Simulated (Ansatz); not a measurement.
**CH5AsSi (SMILES C1[SiH2][AsH]1): levels of theory compared**

We compute a comparison of 6 runs (HF/STO-3G, B3LYP/6-31G*, BLYP/def2-SVP, r2SCAN/def2-SVP, r2SCAN0/def2-SVP, BCCD(T)/def2-SVP) of CH5AsSi. 

Program for the calculation: Ansatz 0.2.0.

78 further runs of the same task are left out: 78 set aside as unsound or not needed.

## Step 1: The structure to begin with

The species is CH5AsSi (8 atoms), meant as a singlet with charge 0. SMILES: `C1[SiH2][AsH]1`. The Si2–H7 distance was set to 2.662 Å, away from the relaxed value. At this shape a bond of the SMILES string is far longer than usual.

Bond lengths: C1–Si2 1.843 Å, C1–As3 2.046 Å, Si2–As3 2.317 Å, C1–H4 1.084 Å, C1–H5 1.086 Å, Si2–H6 1.480 Å, As3–H8 1.526 Å. Some angles: C1–Si2–As3 57.6°, Si2–C1–As3 72.9°, C1–As3–Si2 49.5°, C1–Si2–H6 117.5°, As3–Si2–H6 118.8°, Si2–C1–H4 121.0°, Si2–C1–H5 118.1°, As3–C1–H4 114.8°, As3–C1–H5 110.5°, C1–As3–H8 92.8°.

## Step 2: The energy at HF/STO-3G (run 1)

molecule.yaml reads:

```yaml
crystal:
  periodic: [false, false, false]
  atoms:
    - {symbol: C, position_ang: [-1.836703, 0.210541, -0.101759]}
    - {symbol: Si, position_ang: [-0.358603, 0.855741, 0.789941]}
    - {symbol: As, position_ang: [-1.604503, -0.930059, 1.581441]}
    - {symbol: H, position_ang: [-1.733603, -0.331359, -1.035059]}
    - {symbol: H, position_ang: [-2.757103, 0.784441, -0.048059]}
    - {symbol: H, position_ang: [-0.485103, 2.166541, 1.464741]}
    - {symbol: H, position_ang: [2.040800, 0.422300, -0.277100]}
    - {symbol: H, position_ang: [-0.638003, -1.886759, 0.889841]}
basis:
  gaussian:
    orbitals: STO-3G
hamiltonian:
  xc: hf
accuracy: high
output: {orbitals: {seedname: orbitals}}
```

The run is started by

```bash
ansatz run molecule.yaml --threads 1 --pin off --max-ram 3480MiB --events-out events.jsonl --progress --plain --runs-dir runs
```

Output:

```text
Warning: RAYON_NUM_THREADS=1 ignored (pool sized by the plan → 1); use --threads N
Functional definition: HF
  name "HF"
  exchange = exact_x
  correlation = 0
645 factors; integrals over basis functions are off by at most 5.4e-9 eV
mean field evaluation 1: about -68976.0442 eV, gradient 1.9e1 eV
mean field evaluation 2: about -68976.1063 eV, gradient 1.9e1 eV
mean field evaluation 4: about -68978.9622 eV, gradient 1.5e0 eV
mean field evaluation 8: about -68978.9751 eV, gradient 2.3e-2 eV
mean field -68978.97506497 eV, -2534.9305780092 hartree, gradient 4.3e-8 eV, S^2 0.000000; 0 other end points of the search recorded, 0 dependent functions left out
reference -68978.97506497 eV, -2534.9305780092 hartree; 29, 29 occupied and 8, 8 virtual orbitals, 645 factors
Total energy: -68978.97506497 eV, -2534.9305780092 hartree
```

It took 0.44 s on 1 thread of Arm Neoverse V1, shared host.

## Step 3: The energy at B3LYP/6-31G(d) (Cartesian functions) (run 2)

input.yaml reads:

```yaml
crystal:
  periodic: [false, false, false]
  atoms:
    - {symbol: C, position_ang: [-1.836703, 0.210541, -0.101759]}
    - {symbol: Si, position_ang: [-0.358603, 0.855741, 0.789941]}
    - {symbol: As, position_ang: [-1.604503, -0.930059, 1.581441]}
    - {symbol: H, position_ang: [-1.733603, -0.331359, -1.035059]}
    - {symbol: H, position_ang: [-2.757103, 0.784441, -0.048059]}
    - {symbol: H, position_ang: [-0.485103, 2.166541, 1.464741]}
    - {symbol: H, position_ang: [2.040800, 0.422300, -0.277100]}
    - {symbol: H, position_ang: [-0.638003, -1.886759, 0.889841]}
basis:
  gaussian:
    orbitals: "6-31G*"
hamiltonian:
  xc: {name: B3LYP}
accuracy: high
output: {orbitals: {seedname: orbitals}}
```

The run is started by

```bash
ansatz run input.yaml --threads 1 --pin off --max-ram 3480MiB --events-out events.jsonl --progress --plain --runs-dir runs
```

Output:

```text
Warning: RAYON_NUM_THREADS=1 ignored (pool sized by the plan → 1); use --threads N
Functional definition: B3LYP
  name "B3LYP"
  parameter a0 = 0.2
  parameter ax = 0.72
  parameter ac = 0.81
  exchange = (1 - a0 - ax)*slater_x + ax*b88_x + a0*exact_x
  correlation = (1 - ac)*vwn_rpa_c + ac*lyp_c
1678 factors; integrals over basis functions are off by at most 4.7e-9 eV
mean field evaluation 1: about -69822.0505 eV, gradient 4.5e1 eV
mean field evaluation 2: about -69811.0949 eV, gradient 7.0e1 eV
mean field evaluation 4: about -69826.4418 eV, gradient 8.9e0 eV
mean field evaluation 8: about -69827.0229 eV, gradient 5.7e-1 eV
mean field evaluation 16: about -69827.0240 eV, gradient 2.7e-4 eV
mean field -69827.02402027 eV, -2566.0958022881 hartree, gradient 6.0e-8 eV, S^2 0.000000; 0 other end points of the search recorded, 0 dependent functions left out
reference -69827.02405833 eV, -2566.0958036867 hartree; 29, 29 occupied and 50, 50 virtual orbitals, 1678 factors
Total energy: -69827.02405833 eV, -2566.0958036867 hartree
```

Wall time 8.4 s (1 thread of Arm Neoverse V1, shared host); peak memory 0.26 GiB.

Runs 3 to 4 aren't shown in full; the table further down has their settings and results.

## Step 4: A single-point energy at r2SCAN0/def2-SVP (run 5)

Edit input.yaml of step 3 so:

```diff
@@ -13,5 +13,6 @@
   gaussian:
-    orbitals: "6-31G*"
+    orbitals: def2-SVP
+total_charge: 0
 hamiltonian:
-  xc: {name: B3LYP}
+  xc: {name: r2SCAN0}
 accuracy: high
```

The run is started by

```bash
ansatz run input.yaml --threads 1 --pin off --max-ram 3480MiB --events-out events.jsonl --progress --plain --runs-dir runs
```

Output:

```text
Warning: RAYON_NUM_THREADS=1 ignored (pool sized by the plan → 1); use --threads N
Functional definition: r2SCAN0
  name "r2SCAN0"
  parameter a = 0.25
  parameter k0 = 0.174
  parameter k1 = 0.065
  parameter a1 = 4.9479
  exchange = (1 - a)*r2scan_x(k0 = k0, k1 = k1, a1 = a1) + a*exact_x
  correlation = r2scan_c
1893 factors; integrals over basis functions are off by at most 4.2e-9 eV
mean field evaluation 1: about -69816.4548 eV, gradient 4.0e1 eV
mean field evaluation 2: about -69811.6065 eV, gradient 5.4e1 eV
mean field evaluation 4: about -69820.2716 eV, gradient 4.1e0 eV
mean field evaluation 8: about -69820.4962 eV, gradient 1.4e-1 eV
mean field evaluation 16: about -69820.4963 eV, gradient 5.6e-5 eV
mean field -69820.49629512 eV, -2565.8559128136 hartree, gradient 6.5e-8 eV, S^2 0.000000; 0 other end points of the search recorded, 0 dependent functions left out
reference -69820.49629571 eV, -2565.8559128350 hartree; 29, 29 occupied and 60, 60 virtual orbitals, 1893 factors
Total energy: -69820.49629571 eV, -2565.8559128350 hartree
```

It took 16 s on 1 thread of Arm Neoverse V1, shared host; peak memory 0.36 GiB.

## Step 5: The energy at BCCD(T)/def2-SVP (run 6)

in.yaml reads:

```yaml
basis:
  gaussian: {orbitals: def2-SVP}
crystal:
  periodic: [false, false, false]
  atoms:
    - {symbol: C, position_ang: [-1.836703, 0.210541, -0.101759]}
    - {symbol: Si, position_ang: [-0.358603, 0.855741, 0.789941]}
    - {symbol: As, position_ang: [-1.604503, -0.930059, 1.581441]}
    - {symbol: H, position_ang: [-1.733603, -0.331359, -1.035059]}
    - {symbol: H, position_ang: [-2.757103, 0.784441, -0.048059]}
    - {symbol: H, position_ang: [-0.485103, 2.166541, 1.464741]}
    - {symbol: H, position_ang: [2.040800, 0.422300, -0.277100]}
    - {symbol: H, position_ang: [-0.638003, -1.886759, 0.889841]}
correlation: {method: bccd_t, frozen_orbitals: {As: 9, C: 1, H: 0, Si: 5}}
accuracy: high
scf: {omitted_lower_state_checks: [cluster_reference, increment]}
```

The run is started by

```bash
ansatz run in.yaml --threads 1 --pin off --max-ram 3480MiB --events-out events.jsonl --progress --plain --runs-dir runs
```

Output:

```text
Warning: RAYON_NUM_THREADS=1 ignored (pool sized by the plan → 1); use --threads N
[... 11 lines left out ...]
15 core orbitals not correlated: weight in the atoms' cores, before any rotation towards them, 1.000 or more for the frozen orbitals, at most 0.000 for the correlated occupied ones
[... 31 lines left out ...]
Total energy: -69767.12389654 eV, -2563.8945133428 hartree
Checks for a lower state left out: cluster_reference, increment
```

Run time: 29 s. Hardware: 1 thread of Arm Neoverse V1, shared host; peak memory 0.61 GiB.

## Step 6: The series

```
run                               level  Cartesian functions  frozen core orbitals   energy (Eh)  HOMO energy (eV)  LUMO energy (eV)  HOMO–LUMO gap (eV)  wall time
  1                           HF/STO-3G                   no                     –  -2534.930578             -5.72              3.10                8.82     0.44 s
  2  B3LYP/6-31G* (Cartesian functions)                  yes                     –  -2566.095804             -6.71             -3.03                3.68      8.4 s
  3                       BLYP/def2-SVP                   no                     –  -2565.957775             -5.86             -3.53                2.33      6.3 s
  4                     r2SCAN/def2-SVP                   no                     –  -2565.886276             -6.33             -3.67                2.67       14 s
  5                    r2SCAN0/def2-SVP                   no                     –  -2565.855913             -7.17             -3.00                4.17       16 s
  6                    BCCD(T)/def2-SVP                   no                    15  -2563.894513                 –                 –                   –       29 s
```

## Step 7: Results

| quantity | value |
| --- | --- |
| run 6: total energy | -2563.89451 Eh |
| run 6: correlation energy (15 core orbitals frozen) | -557.0 mEh |
| run 6: (T) correction | -23.32 mEh |

What this shows: Over runs 1, 2, 3, 4, 5 the HOMO–LUMO gap runs from 2.33 eV (BLYP/def2-SVP) to 8.82 eV (HF/STO-3G). The two ends differ in method and basis. Totals of different functionals can't be ranked against each other. In run 6 the log says that unrestricted orbitals would lower the reference, so the values rest on an unstable closed-shell determinant (other closed-shell runs at this shape may share the fault). In run 1 the basis is minimal, so the values are rough. In runs 1, 2, 3, 4, 5 a closed-shell determinant meets a far-stretched bond, which it describes badly. All runs together took 75 s, the longest 29 s.
